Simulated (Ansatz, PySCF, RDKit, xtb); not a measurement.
**CH2BGa: from the formula to a structure**

Task: start from the formula CH2BGa, draw up candidate structures, narrow them down in stages, and characterise the one that lies lowest at 400 K.

The funnel: GFN2-xTB relaxations, single points with a density functional, relaxations at PBE0-D4/def2-TZVP, harmonic vibrations, and a last energy at a higher level. All values are calculated.

7 further runs of the same task are left out: 7 set aside as unsound or not needed.

**1. Possible bonding patterns**

A program enumerates the bonding patterns with one Lewis structure each (two rings at most, one unusual centre or charged pair), with their diastereomers. O–O, O–halogen and N–halogen bonds and N–N–N chains are not drawn. That gives 11 candidates.

```tsv
label	SMILES	spin
c183	C=[B][Ga]	singlet
c386	[BH-]1=[CH][Ga+]1	singlet
c389	[BH-]1=[C+][GaH]1	singlet
c432	B=[CH][Ga]	singlet
c495	[C+]#[B-][GaH2]	singlet
c540	B=[C-][GaH+]	singlet
c556	B=[CH][Ga]	triplet
c736	B#[C][GaH2]	singlet
c776	C=[B][Ga]	triplet
c946	C#[B-][GaH+]	singlet
c988	[B]1=[CH][GaH]1	singlet
```

Candidates are built by distance geometry, with a force field where one applies, in up to four conformers (letters a to d). 10 starts with atoms placed at random are added, to find patterns that the rules miss.

Q: Predict the outcome of this search (final energies at CCSD(T)/def2-TZVPP).

| quantity | value |
| --- | --- |
| lowest structure found | B=[CH][Ga], singlet, Cs |
| next finalist | C=[B][Ga], singlet, 19.6 kcal/mol higher in G |
| share at equilibrium, among the finalists | 100.0 % |
| harmonic wavenumbers, lowest and highest (PBE0-D4/def2-TZVP) | 139 and 3295 cm⁻¹ |
| rotational constants, same geometry | 1.322, 0.1643, 0.1462 cm⁻¹ |
| dipole moment (PBE0/def2-TZVPD) | 0.51 D |
| HOMO energy (PBE0/def2-TZVPD) | -6.26 eV |
| LUMO energy (PBE0/def2-TZVPD) | -1.90 eV |
| HOMO–LUMO gap (PBE0/def2-TZVPD) | 4.35 eV |
| lowest excitation (TD-B3LYP/def2-SVPD) | 3.18 eV (f = 0.026) |
| strongest of the states computed, same level | 5.27 eV (f = 0.320) |
| lowest triplet excitation, same level, Tamm-Dancoff | 2.30 eV |
| vertical ionisation energy | 8.29 eV |
| vertical electron affinity | 0.28 eV |
| vertical triplet less singlet | +2.22 eV |

`B=[CH][Ga]` comes out lowest. Among the finalists first place is clear (19.6 kcal/mol); structures outside the list aren't covered. GFN2-xTB, HF/STO-3G, r2SCAN-D4/def2-SVP, PBE0-D4/def2-TZVP, HF/def2-TZVPP and MP2/def2-TZVPP already put its bonding pattern lowest among the structures in one piece. Lowest found is not proven lowest: the search is finite, and each finalist counts with one conformer.
